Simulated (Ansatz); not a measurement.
# BaReO3: the cost of one run

Computed with the Python package of Ansatz 0.2.0. The levels of theory stand in the script.

### 1 Starting point

It takes space group Pm-3m (No. 221, cubic). The conventional cell has a = 4.065 Å, b = 4.065 Å, c = 4.065 Å, α = 90.00°, β = 90.00°, γ = 90.00°. Ba (site symmetry m-3m) is surrounded by 12 O at 2.87 Å. Around Re (site symmetry m-3m) lie 6 O at 2.03 Å. O (site symmetry 4/mmm) has 2 Re at 2.03 Å and 4 Ba at 2.87 Å as nearest neighbours.

The script holds or builds the structure itself.

### 2 The code

The input, bareo3_xc.py:

```python
"""One structure of BaReO3 under several functionals."""

import warnings

import ansatz as az
import numpy as np
from tabulate import tabulate

KSPACING = 0.29
SMEARING = "Fermi-Dirac"

warnings.simplefilter("ignore", az.DeckWarning)

vectors = np.array([
    [4.064732, 0.0, 0.0],
    [0.0, 4.064732, 0.0],
    [0.0, 0.0, 4.064732],
])
bareo3 = (
    az.Lattice.of(vectors)
    .atom("Ba", (0.0, 0.0, 0.0))
    .atom("Re", (0.5, 0.5, 0.5))
    .atom("O", (0.5, 0.5, 0.0))
    .atom("O", (0.5, 0.0, 0.5))
    .atom("O", (0.0, 0.5, 0.5))
)

calc = bareo3.calculation().kpoints(spacing=KSPACING).occupations(SMEARING).stress()

rows = []
for value in ["lda", "pbesol", "blyp"]:
    report = calc.functional(value).run(threads=1).report
    rows.append((value, report["free_energy_ev"] / len(report["lattice"]["sites"]), report["n_iterations"], sum(report["stress_gpa"][i][i] for i in range(3)) / 3, report["n_kpoints"]))

print(tabulate(rows, headers=["functional", "F/atom (eV)", "iterations", "P (GPa)", "k-points"], floatfmt=".4f", tablefmt="grid"))
```

### 3 The input behind the calls

The engine receives this input (first run):

```yaml
crystal:
  lattice:
    - [4.064732, 0.0, 0.0]
    - [0.0, 4.064732, 0.0]
    - [0.0, 0.0, 4.064732]
  atoms:
    - { symbol: Ba, position: [0.0, 0.0, 0.0] }
    - { symbol: Re, position: [0.5, 0.5, 0.5] }
    - { symbol: O, position: [0.5, 0.5, 0.0] }
    - { symbol: O, position: [0.5, 0.0, 0.5] }
    - { symbol: O, position: [0.0, 0.5, 0.5] }
kpoints:
  mp_grid:
    kspacing: 0.29
hamiltonian:
  xc: lda
scf:
  occupations:
    method: fermi_dirac
output:
  stress: true
```

### 4 Running it

Launch:

```sh
$ python bareo3_xc.py
```

**Question.** How long does this script take on 1 thread of Arm Neoverse V1, shared host, and how much memory does it need?

About 8.8 s, with a peak of 0.42 GiB.
